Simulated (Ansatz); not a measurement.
# C₂H₅BS: small, medium and large basis sets

Aim: see how fast density functionals converge with the basis set for C₂H₅BS.

Method: one geometry, several basis sets; program: Ansatz 0.2.0, Gaussian basis.

Plan: PBE0-D4/def2-SVP; ωB97M-V/def2-SVP; PBE0-D4/def2-QZVPP; ωB97M-V/def2-QZVPP; the functionals' def2-TZVPP values are taken from earlier runs.

**1. The geometry**

An earlier PBE0-D4 in a triple-zeta def2 set relaxation fixed the geometry.

9 atoms, charge 0, spin multiplicity 1.

Atoms are counted from 1 here; the program's logs count them from 0.

Bond lengths: C1–B2 1.543 Å, C1–H5 1.090 Å, C1–H6 1.095 Å, C1–H7 1.095 Å, B2–C3 1.535 Å, B2–S4 1.751 Å, C3–S4 1.863 Å, C3–H8 1.087 Å, C3–H9 1.087 Å. Angles: B2–C1–H5 113.9°, B2–C1–H6 109.7°, B2–C1–H7 109.7°, H5–C1–H6 108.7°, H5–C1–H7 108.7°, H6–C1–H7 105.7°, C1–B2–C3 146.9°, C1–B2–S4 144.4°, C3–B2–S4 68.7°, B2–C3–S4 61.1°, B2–C3–H8 121.4°, B2–C3–H9 121.4°, S4–C3–H8 114.0°, S4–C3–H9 114.0°, H8–C3–H9 113.3°, B2–S4–C3 50.1°.

Coordinates:

```xyz
9

C    -0.36611    1.11564   -0.79360
B    -0.06737   -0.26389   -0.17053
C     0.49655   -1.03828    1.02838
S    -0.17528   -1.99291   -0.42345
H    -0.82644    1.06438   -1.78035
H    -1.02252    1.68683   -0.12817
H     0.56017    1.69580   -0.86700
H    -0.07796   -1.16168    1.94271
H     1.56745   -1.15208    1.17501
```

**2. PBE0-D4 in def2-SVP**

File in.yaml:

```yaml
crystal:
  periodic: [false, false, false]
  atoms:
    - {symbol: C, position_ang: [-0.366106, 1.115642, -0.793602]}
    - {symbol: B, position_ang: [-0.067366, -0.263892, -0.170528]}
    - {symbol: C, position_ang: [0.496552, -1.038283, 1.028381]}
    - {symbol: S, position_ang: [-0.175281, -1.992909, -0.423454]}
    - {symbol: H, position_ang: [-0.826441, 1.064380, -1.780352]}
    - {symbol: H, position_ang: [-1.022519, 1.686826, -0.128166]}
    - {symbol: H, position_ang: [0.560167, 1.695798, -0.866996]}
    - {symbol: H, position_ang: [-0.077958, -1.161677, 1.942707]}
    - {symbol: H, position_ang: [1.567452, -1.152084, 1.175009]}
basis:
  gaussian: {orbitals: def2-SVP}
hamiltonian: {xc: pbe0, dispersion: d4}
output: {orbitals: {seedname: orbitals}}
```

Run with:

```
$ ansatz run in.yaml --threads 2 --pin off --events-out ev --progress --plain --max-ram 4352MiB
```

Further steps of the session: ωB97M-V in def2-SVP; PBE0-D4 in def2-QZVPP; ωB97M-V in def2-QZVPP.

Before running them: what should the planned runs give, taken together? Wanted: PBE0-D4: double and triple zeta above quadruple; ωB97M-V: double and triple zeta above quadruple.

As calculated:

```
                                       quantity          value
PBE0-D4: double and triple zeta above quadruple  7.28, 0.49 eV
ωB97M-V: double and triple zeta above quadruple  7.40, 0.46 eV
```

PBE0-D4 gains 6.79 eV from double to triple zeta, then 0.49 eV more. Total energies overstate the basis error of differences, where much of it tends to cancel.
